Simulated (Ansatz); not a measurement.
# Zr3H: the cost of one run

Method: DFT PBE, scalar-relativistic, plane waves, PAW, in Ansatz 0.2.0.

1 further run of the same task is left out (it didn't finish).

## 1. The structure to begin with

Symmetry: Im-3m, No. 229, cubic system. Conventional cell: a = 5.016 Å, b = 5.016 Å, c = 5.016 Å, α = 90.00°, β = 90.00°, γ = 90.00°. Zr (site symmetry 4/mmm) is surrounded by 4 Zr at 2.51 Å and 2 H at 2.51 Å. H (site symmetry m-3m) has 6 Zr at 2.51 Å in its first shell of neighbours.

Structure file:

```xyz
4
Lattice="-2.5079 2.5079 2.5079 2.5079 -2.5079 2.5079 2.5079 2.5079 -2.5079" Properties=species:S:1:pos:R:3 pbc="T T T"
Zr    2.5079    0.0000    0.0000
Zr    0.0000    2.5079    0.0000
Zr    0.0000    0.0000    2.5079
H     0.0000    0.0000    0.0000
```

A structure generator made this guess: random cell by space group and Wyckoff sites (Im-3m, No. 229). Lengths come from tabulated atomic sizes and are only a guess.

## 2. A first look at the guess

The input, input.yaml:

```yaml
crystal:
  lattice:
    - [-2.50786567, 2.50786567, 2.50786567]
    - [2.50786567, -2.50786567, 2.50786567]
    - [2.50786567, 2.50786567, -2.50786567]
  atoms:
    - { symbol: Zr, position: [0.0, 0.5, 0.5] }
    - { symbol: Zr, position: [0.5, 0.0, 0.5] }
    - { symbol: Zr, position: [0.5, 0.5, 0.0] }
    - { symbol: H, position: [0.0, 0.0, 0.0] }
basis:
  ecutwfc: 420
kpoints:
  mp_grid: { grid: [6, 6, 6] }
hamiltonian:
  xc: pbe
scf:
  occupations: { method: gaussian, width: 0.1 }
  lower_state_search: "off"
output:
  forces: true
  stress: true
  eigenvalues: true
```

On the command line:

```bash
> ansatz run input.yaml --threads 1 --pin off --max-ram 2560MiB --backend cpu --events-out ev --progress --plain --runs-dir out
```

Q: Estimate wall time and peak memory on 1 thread of Intel Xeon at 2.50GHz (Skylake/Cascade Lake), shared host.

About 2.4 s, with a peak of 0.34 GiB.
